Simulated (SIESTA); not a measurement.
Crystal: Ti3S2.

```
CELL_PARAMETERS angstrom
2.71311 1.56642 3.23762
-2.71311 1.56642 3.23762
0.00000 -3.13283 3.23762
ATOMIC_POSITIONS crystal
Ti 0.00000 0.33565 0.66434
Ti 0.66434 0.00000 0.33565
Ti 0.33565 0.66434 0.00000
S 0.16784 0.16784 0.16784
S 0.83216 0.83216 0.83216
```

The cell comes from a database or a generator and needn't be the stable form of this composition.

```yaml
Program: SIESTA 5.4.2
Task: single point
Functional: PBE
Potentials_or_basis: PseudoDojo 0.4 standard (PBE files)
Basis: DZP (energy shift 0.003 Ry; two zetas on semicore shells)
Grid_cutoff: 800 Ry
Energy_shift: 0.003 Ry
k_mesh: 6 × 6 × 6
Occupations: fermi-dirac, width 0.05 eV
Spin: no spin polarisation
```

On this cell: pressure 1.5 GPa; largest force 0.121 eV/Å; band gap on the k mesh none (metal or under the smearing width).

The same run follows on a disturbed copy (atoms moved at random, drawn with an rms of 0.05 Å):

```xyz
5
Lattice="2.7131 1.5664 3.2376 -2.7131 1.5664 3.2376 0.0000 -3.1328 3.2376" Properties=species:S:1:pos:R:3 pbc="T T T"
Ti   -0.9057   -1.5112    3.2319
Ti    1.7755   -0.0010    3.2474
Ti   -0.8860    1.5538    3.2105
S    -0.1170    0.0187    1.6372
S    -0.0007    0.0316    8.1054
```

Problem. What does the disturbed cell give?

Solution. The energy (extrapolated to zero smearing) moves by +23.3 meV/atom; pressure 1.8 GPa; largest force 1.389 eV/Å; band gap on the k mesh none (metal or under the smearing width).

Forces in eV/Å, atoms in the order of the input:
```
Ti  -0.487 -0.270  0.309
Ti  -0.199 -0.094 -0.432
Ti  -0.265  0.778  1.015
S    1.301 -0.074 -0.480
S   -0.349 -0.339 -0.411
```

Stress tensor (GPa, compression positive):
```
-0.23 -1.56 -0.20
-1.56  3.04  0.02
-0.20  0.02  2.61
```

Caveats: the basis of atomic orbitals isn't converged, which shifts pressures, moduli and gaps.
